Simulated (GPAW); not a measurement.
The system is TaTe.

```xyz
2
Lattice="3.4201 0.0000 0.0000 0.0000 3.4201 0.0000 0.0000 0.0000 3.4201" Properties=species:S:1:pos:R:3 pbc="T T T"
Ta    1.7100    1.7100    1.7100
Te    0.0000    0.0000    0.0000
```

The cell was built by a generator and needn't be a form met in nature.

Base run:

* Program: GPAW 26.7.0
* Functional: PBEsol
* Potentials or basis: PAW data sets generated in the run's folder for this functional
* Cutoff: 600 eV
* Basis: pw
* k mesh: 8 × 8 × 8
* Occupations: fermi-dirac, width 0.05 eV
* Spin: no spin polarisation
* Hubbard terms: Ta d U = 5 eV

Its results: band gap on the k mesh none (metal or under the smearing width); pressure 3.1 GPa.

Q: After a change of settings the same cell gave: band gap on the k mesh none (metal or under the smearing width); pressure -1.7 GPa. Which change was it?
A. hubbard terms from Ta d U = 5 eV to Ta d U = 3 eV
B. hubbard terms from Ta d U = 5 eV to Ta d U = 6 eV
C. hubbard terms from Ta d U = 5 eV to none

A: A.

Caveats: U without spin polarisation on a metal has little footing; the U is typed as a test and isn't derived for this compound.

Not every run made on this cell is shown here.
